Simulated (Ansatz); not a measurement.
# Si: a jump of K

Aim: the barrier when interstitial K hops to an equivalent place in Si, in a supercell of 16 host sites with charge +1. The ends are relaxed and joined by a climbing-image nudged elastic band.

Computed with Ansatz 0.2.0 (DFT PBE, scalar-relativistic, plane waves, PAW, unless a step's input says otherwise).

### 1 The starting structure

Symmetry: Fd-3m, No. 227, cubic system. Conventional cell: a = 5.444 Å, b = 5.444 Å, c = 5.444 Å, α = 90.00°, β = 90.00°, γ = 90.00°. Si (site symmetry -43m) has 4 Si at 2.36 Å as nearest neighbours.

Structure file:

```xyz
2
Lattice="0.0000 2.7219 2.7219 2.7219 0.0000 2.7219 2.7219 2.7219 0.0000" Properties=species:S:1:pos:R:3 pbc="T T T"
Si    4.0828    4.0828    4.0828
Si    2.7219    2.7219    2.7219
```

The structure comes from the Materials Project (structure only).

(A quick probe on a coarse mesh, which set the mesh and smearing, is not shown.)

### 3 Full relaxation

Contents of input.yaml:

```yaml
crystal:
  lattice:
    - [0.0, 2.72185119, 2.72185119]
    - [2.72185119, 0.0, 2.72185119]
    - [2.72185119, 2.72185119, 0.0]
  atoms:
    - { symbol: Si, position: [0.75, 0.75, 0.75] }
    - { symbol: Si, position: [0.5, 0.5, 0.5] }
basis:
  ecutwfc: 420
kpoints:
  mp_grid: { grid: [8, 8, 8] }
hamiltonian:
  xc: pbe
scf:
  occupations: { method: gaussian, width: 0.02 }
output:
  forces: true
  stress: true
  eigenvalues: true
relax:
  adjacent_minimum: "off"
  f_tol: 0.005
  max_steps: 80
  cell: { stress_tol: 0.05 }
```

The run is started by

```console
$ ansatz run input.yaml --threads 8 --pin off --max-ram 20480MiB --backend cpu --events-out ev --progress --plain --runs-dir out
```

Further runs follow: the defect cell, relaxed; the band, a jump of 2.37 Å.

Q: Predict the outcome of this session. Wanted: relaxed cell; volume; barrier forwards; barrier backwards; second end relative to first; highest image; neighbours of K at the start; at the top.

**Answer**, as computed:

| quantity | value |
| --- | --- |
| relaxed cell (conventional) | a = 5.470 Å, b = 5.470 Å, c = 5.470 Å, α = 90.00°, β = 90.00°, γ = 90.00° |
| space group (0.01 Å) | Fd-3m (No. 227) |
| volume | 20.46 Å³/atom |
| barrier forwards | 1.637 eV |
| barrier backwards | 1.637 eV |
| second end relative to first | 0.000 eV |
| highest image | 2 of 0 to 4, climbing |
| band iterations | 6 |
| neighbours of K at the start; at the top | 4 Si at 2.50 Å, 6 Si at 2.81 Å; 6 Si at 2.53 Å |

**Reading.** The cell grew by 1.5 % in volume on relaxing. Along this path the system climbs 1.64 eV from the first end (63 kT at 300 K), which at an assumed attempt frequency of 10^13 s⁻¹ means a rate near 10^-14 s⁻¹. Both ends agree in energy to 1 meV. The input switches the test of curvatures off, so the top was not shown to be a first-order saddle. The small cell leaves errors of about a tenth of an eV.
